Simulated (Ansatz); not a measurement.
**C6H16Cl2GeN2: basis-set convergence**

Aim: see how fast density functionals converge with the basis set for C6H16Cl2GeN2.

Computed with Ansatz 0.2.0, Gaussian basis. Level: one geometry, several basis sets.

Levels to be run: PBE0-D4/def2-SVP; ωB97M-V/def2-SVP; PBE0-D4/def2-QZVPP; ωB97M-V/def2-QZVPP; the functionals' def2-TZVPP values are taken from earlier runs.

## 1. The relaxed structure

An earlier PBE0-D4 in a triple-zeta def2 set relaxation fixed the geometry.

SMILES `CC[N](C)[Ge]([Cl])([Cl])[N](C)CC`, 27 atoms, charge 0, spin multiplicity 1.

Atoms are counted from 1 here; the program's logs count them from 0.

Bond lengths: C1–C2 1.519 Å, C1–H12 1.093 Å, C1–H13 1.092 Å, C1–H14 1.092 Å, C2–N3 1.453 Å, C2–H15 1.093 Å, C2–H16 1.101 Å, N3–C4 1.449 Å, N3–Ge5 1.804 Å, C4–H17 1.091 Å, C4–H18 1.100 Å, C4–H19 1.094 Å, Ge5–Cl6 2.159 Å, Ge5–Cl7 2.163 Å, Ge5–N8 1.818 Å, N8–C9 1.451 Å, N8–C10 1.460 Å, C9–H20 1.095 Å and more. Angles: C2–C1–H12 110.1°, C2–C1–H13 110.5°, C2–C1–H14 111.9°, H12–C1–H13 108.4°, H12–C1–H14 107.5°, H13–C1–H14 108.2°, C1–C2–N3 112.6°, C1–C2–H15 108.8°, C1–C2–H16 109.8°, N3–C2–H15 108.7°, N3–C2–H16 110.2°, H15–C2–H16 106.6°, C2–N3–C4 114.7°, C2–N3–Ge5 119.2°, C4–N3–Ge5 116.8°, N3–C4–H17 110.1°, N3–C4–H18 112.2°, N3–C4–H19 110.7° and more.

Geometry (Å):

```
C    -2.2507   -0.6433   -2.5113
C    -1.9383    0.5191   -1.5855
N    -0.6372    0.3933   -0.9510
C     0.4908    0.6239   -1.8304
Ge   -0.4440    0.8992    0.7701
Cl   -2.1130    0.0722    1.8623
Cl   -0.6107    3.0452    0.9871
N     1.1593    0.3767    1.4490
C     1.8337    1.2559    2.3856
C     1.3129   -1.0243    1.8285
C     0.8698   -2.0158    0.7743
H    -3.2459   -0.5214   -2.9455
H    -2.2266   -1.5866   -1.9617
H    -1.5388   -0.7104   -3.3366
H    -2.7039    0.5649   -0.8071
H    -1.9987    1.4664   -2.1432
H     1.4214    0.6016   -1.2611
H     0.4244    1.5936   -2.3449
H     0.5527   -0.1592   -2.5924
H     2.9039    1.0231    2.3826
H     1.4689    1.1422    3.4167
H     1.7156    2.2987    2.0960
H     0.7900   -1.2321    2.7755
H     2.3808   -1.1731    2.0295
H     1.0913   -3.0289    1.1168
H    -0.2027   -1.9620    0.5789
H     1.3934   -1.8492   -0.1689
```

## 2. PBE0-D4 in def2-SVP

Input file in.yaml:

```yaml
crystal:
  periodic: [false, false, false]
  atoms:
    - {symbol: C, position_ang: [-2.250701, -0.643292, -2.511343]}
    - {symbol: C, position_ang: [-1.938329, 0.519070, -1.585450]}
    - {symbol: N, position_ang: [-0.637232, 0.393309, -0.950955]}
    - {symbol: C, position_ang: [0.490783, 0.623869, -1.830378]}
    - {symbol: Ge, position_ang: [-0.444034, 0.899177, 0.770083]}
    - {symbol: Cl, position_ang: [-2.112971, 0.072152, 1.862267]}
    - {symbol: Cl, position_ang: [-0.610684, 3.045227, 0.987139]}
    - {symbol: N, position_ang: [1.159305, 0.376666, 1.449008]}
    - {symbol: C, position_ang: [1.833710, 1.255933, 2.385602]}
    - {symbol: C, position_ang: [1.312877, -1.024271, 1.828497]}
    - {symbol: C, position_ang: [0.869773, -2.015849, 0.774294]}
    - {symbol: H, position_ang: [-3.245851, -0.521432, -2.945495]}
    - {symbol: H, position_ang: [-2.226613, -1.586600, -1.961743]}
    - {symbol: H, position_ang: [-1.538797, -0.710444, -3.336616]}
    - {symbol: H, position_ang: [-2.703921, 0.564929, -0.807071]}
    - {symbol: H, position_ang: [-1.998711, 1.466372, -2.143232]}
    - {symbol: H, position_ang: [1.421400, 0.601628, -1.261063]}
    - {symbol: H, position_ang: [0.424353, 1.593571, -2.344857]}
    - {symbol: H, position_ang: [0.552720, -0.159193, -2.592389]}
    - {symbol: H, position_ang: [2.903887, 1.023090, 2.382624]}
    - {symbol: H, position_ang: [1.468935, 1.142219, 3.416660]}
    - {symbol: H, position_ang: [1.715624, 2.298734, 2.096008]}
    - {symbol: H, position_ang: [0.790000, -1.232050, 2.775540]}
    - {symbol: H, position_ang: [2.380762, -1.173123, 2.029482]}
    - {symbol: H, position_ang: [1.091317, -3.028857, 1.116783]}
    - {symbol: H, position_ang: [-0.202730, -1.961999, 0.578855]}
    - {symbol: H, position_ang: [1.393428, -1.849235, -0.168851]}
basis:
  gaussian: {orbitals: def2-SVP}
hamiltonian: {xc: pbe0, dispersion: d4}
output: {orbitals: {seedname: orbitals}}
```

Started as:

```console
> ansatz run in.yaml --threads 11 --pin off --events-out ev --progress --plain --max-ram 174080MiB --backend cpu
```

After this run come: ωB97M-V in def2-SVP; PBE0-D4 in def2-QZVPP; ωB97M-V in def2-QZVPP.

**Question.** What will the summary of the whole plan be? Wanted: PBE0-D4: double and triple zeta above quadruple; ωB97M-V: double and triple zeta above quadruple.

As calculated:

| quantity | value |
| --- | --- |
| PBE0-D4: double and triple zeta above quadruple | 28.52, 2.48 eV |
| ωB97M-V: double and triple zeta above quadruple | 28.85, 2.40 eV |

For PBE0-D4 the step from double to triple zeta gains 26.03 eV and the next only 2.48 eV. These are total energies; as a rule much of such shifts cancels in differences, which this series doesn't test. The LUMO of ωB97M-V is positive and keeps falling with the basis (2.22 to 1.48 eV): an unbound level that the basis holds in place.
